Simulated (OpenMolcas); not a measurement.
**Ni⁴⁺ among point charges: CASSCF and CASPT2 levels and susceptibility**

Aim: the splitting of the states of Ni⁴⁺ in the field of 4 point charges, its lowest levels with spin-orbit coupling and its magnetic susceptibility.

The numbers are computed with OpenMolcas 26.06 (state-averaged CASSCF and CASPT2, spin-orbit coupling by RASSI with atomic mean-field integrals), except any that are marked as measured or tabulated.

### 1 Starting point

```
Species                           : Ni⁴⁺ (nickel, Z = 28, 24 electrons)
Basis                             : ANO-RCC-VDZP [5s4p2d1f], 34 functions
Scalar Hamiltonian                : DKH2, point nucleus
Inactive shells                   : 1s 2s 2p 3s 3p
Active space                      : 6 electrons in 5 orbitals (3d)
Some configurations of this space : 3d6
Orbitals                          : optimised for each spin and parity, averaged over all roots
```

The outer shells:

3d6
```
3d [↑↓][↑ ][↑ ][↑ ][↑ ]
```

The ion sits among 4 point charges of -2 e arranged as a square (D4h), 1.97 Å from the ion.

The work runs as a chain of OpenMolcas steps in one folder; each step below is one input file. Labels, J, g values, rates, χT and fits are worked out afterwards by a script from the matrices that RASSI stores. The input lists half of the charges; inversion (Group=XYZ) makes the rest.

### 2 Basis and integrals

Input file a.inp:

```
&GATEWAY
Coord
1

Ni 0.0 0.0 0.0
Basis=ANO-RCC-VDZP
Group=XYZ
NoMove
AngMom=0.0 0.0 0.0
AMFI
XField
2 Angstrom 0
1.970000 0.000000 0.000000 -2.000000
0.000000 1.970000 0.000000 -2.000000
&SEWARD
```

The run is started by

```bash
$ OMP_NUM_THREADS=1 MOLCAS_MEM=1689 MOLCAS_PROJECT=a pymolcas a.inp > a.log
```

### 3 CASSCF: quintets of even parity, 5 roots

Input file a.inp:

```
&RASSCF
FileOrb=start.orb
Symmetry=1
Spin=5
nActEl=6 0 0
Inactive=3 6
Ras2=5 0
CIRoot=5 5 1
SDav=5
CIMx=300
Iter=120 100
PrWF=0.3
OrbListing=Nothing
MaxOrb=0
>>> COPY $Project.JobIph JOB001
```

start.orb holds the contracted functions of the basis, ordered by shell, or the orbitals of the step before.

### 4 Reference wave functions, triplets of even parity, 45 roots

Input file a.inp:

```
&RASSCF
FileOrb=start.orb
Symmetry=1
Spin=3
nActEl=6 0 0
Inactive=3 6
Ras2=5 0
CIRoot=45 45 1
SDav=45
CIMx=300
Iter=120 100
PrWF=0.3
OrbListing=Nothing
MaxOrb=0
>>> COPY $Project.JobIph JOB002
```

### 5 Reference wave functions, singlets of even parity, 50 roots

Input file a.inp:

```
&RASSCF
FileOrb=start.orb
Symmetry=1
Spin=1
nActEl=6 0 0
Inactive=3 6
Ras2=5 0
CIRoot=50 50 1
SDav=50
CIMx=300
Iter=120 100
PrWF=0.3
OrbListing=Nothing
MaxOrb=0
>>> COPY $Project.JobIph JOB003
```

### 6 RASSI: spin-orbit coupling between the states

Input file a.inp:

```
&RASSI
NrOfJobIphs=3 5 45 50
1 2 3 4 5
1 2 3 4 5 6 7 8 9 10 11 12 13 14 15 16 17 18 19 20 21 22 23 24 25 26 27
28 29 30 31 32 33 34 35 36 37 38 39 40 41 42 43 44 45
1 2 3 4 5 6 7 8 9 10 11 12 13 14 15 16 17 18 19 20 21 22 23 24 25 26 27
28 29 30 31 32 33 34 35 36 37 38 39 40 41 42 43 44 45 46 47 48 49 50
IphNames
JOB001
JOB002
JOB003
EJob
SpinOrbit
DIPRint=1.0
SOCoupling=1000.0
Subsets=2
Property=9
'ANGMOM' 1 'ANGMOM' 2 'ANGMOM' 3 'MLTPL  1' 1 'MLTPL  1' 2 'MLTPL  1' 3
'AMFI' 1 'AMFI' 2 'AMFI' 3
SOProperty=3
'ANGMOM' 1 'ANGMOM' 2 'ANGMOM' 3
```

### 7 CASPT2: IPEA 0.25, imaginary shift 0.1 (closed shells correlated: 3s 3p)

Input file a.inp:

```
>>> COPY JOB001 $Project.JobIph
&CASPT2
Multistate=5 1 2 3 4 5
NoMult
Frozen=2 3
IPEA=0.25
Imaginary=0.1
MaxIter=60
WThr=0.0 0.3 0.05
PrWF=0.5
NoMix
>>> COPY JOB002 $Project.JobIph
&CASPT2
Multistate=45 1 2 3 4 5 6 7 8 9 10 11 12 13 14 15 16 17 18 19 20 21 22
23 24 25 26 27 28 29 30 31 32 33 34 35 36 37 38 39 40 41 42 43 44 45
NoMult
Frozen=2 3
IPEA=0.25
Imaginary=0.1
MaxIter=60
WThr=0.0 0.3 0.05
PrWF=0.5
NoMix
>>> COPY JOB003 $Project.JobIph
&CASPT2
Multistate=50 1 2 3 4 5 6 7 8 9 10 11 12 13 14 15 16 17 18 19 20 21 22
23 24 25 26 27 28 29 30 31 32 33 34 35 36 37 38 39 40 41 42 43 44 45 46
47 48 49 50
NoMult
Frozen=2 3
IPEA=0.25
Imaginary=0.1
MaxIter=60
WThr=0.0 0.3 0.05
PrWF=0.5
NoMix
```

(Steps that only read results are left out.)

What does the calculation give? Wanted: spin-free ground state; first state of the same spin within the active space; lowest level; next level.

**Answer**, as computed:

| quantity | value |
| --- | --- |
| method | SS-CASPT2, IPEA 0.25, imaginary shift 0.1 (closed shells correlated: 3s 3p) |
| spin-free ground state | 5A1, 1-fold in its orbital part |
| first state of the same spin within the active space | 5E at 1900 cm⁻¹ |
| lowest level | 1-fold A1 |
| next level | 49.8 cm⁻¹ |
| χT at 300 K | 4.34 cm³ K/mol |
| effective moment at 300 K | 5.89 μB |

Cost by method:

| method | time of its own steps | time with the reference |
| --- | --- | --- |
| A. CASSCF | 21 s | 21 s |
| B. SS-CASPT2, IPEA 0.25, imaginary shift 0.1, +3s 3p | 5.1 s | 26 s |

Times are of one thread on a shared host.

The spin-free ground state (5A1) comes to 100 % from free-ion D terms and keeps the highest spin of the shell. χT at 300 K is 4.34, against 3.01 cm³ K/mol for the spin alone, so orbital moment adds to it. An active space of the d shell alone favours high spin; real ions in strong fields can be low spin. The field of point charges can differ much from that of real complexes. With metal d orbitals alone active, the gaps between spin states are rough; where two lie within a few thousand cm-1, their order is open. This is an electrostatic model: the charges have no orbitals.
